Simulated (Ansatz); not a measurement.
# AsGeH2: the cost of one run

Computed with Ansatz 0.2.0, Gaussian basis. Level: cc-pVTZ, core rule «outside noble gas», up to 28 orbitals frozen.

To be run: UHF; CCSD(T) on RHF; CCSD(T) on UHF; BCCD(T) on RHF; CCSDT(Q) on RHF; CCSDT(Q) on UHF; CASSCF and MRCISD+Q, 10 electrons in 10 orbitals; CASSCF and NEVPT2, 10 electrons in 10 orbitals.

3 further runs of the same task are left out: 3 set aside as unsound or not needed.

### Step 1. What is computed

The geometry is a PBE0/def2-TZVP stationary point (not a proven minimum) of the parent state, kept for this charge and spin. No spin-orbit coupling is included. The filled d shell of Ge, As may be among the frozen orbitals whatever the setting's name suggests; the logs give the count.

4 atoms, charge 1, spin multiplicity 1.

Atoms are counted from 1 here; the program's logs count them from 0.

Bond lengths: Ge1–As2 2.221 Å, Ge1–H3 1.537 Å, Ge1–H4 1.537 Å. Angles: As2–Ge1–H3 124.5°, As2–Ge1–H4 124.5°, H3–Ge1–H4 110.9°.

### Step 2. UHF

in.yaml

```yaml
crystal:
  periodic: [false, false, false]
  atoms:
    - {symbol: Ge, position_ang: [0.000000, 0.000000, 1.100612]}
    - {symbol: As, position_ang: [0.000000, 0.000000, -1.120153]}
    - {symbol: H, position_ang: [0.000000, 1.266184, 1.971938]}
    - {symbol: H, position_ang: [0.000000, -1.266184, 1.971938]}
basis:
  gaussian: {orbitals: cc-pVTZ}
total_charge: 1
magnetization: {spin_polarized: true, initial_magnetization: 0}
hamiltonian: {xc: hf}
output: {orbitals: {seedname: orbitals}}
```

Command:

```sh
ansatz run in.yaml --threads 1 --pin off --events-out ev --progress --plain --max-ram 4096MiB --backend cpu
```

**Question.** How long does this run take on 1 thread of AMD EPYC 7R13, shared host, and how much memory does it need?

About 15 s, with a peak of 0.3 GiB.
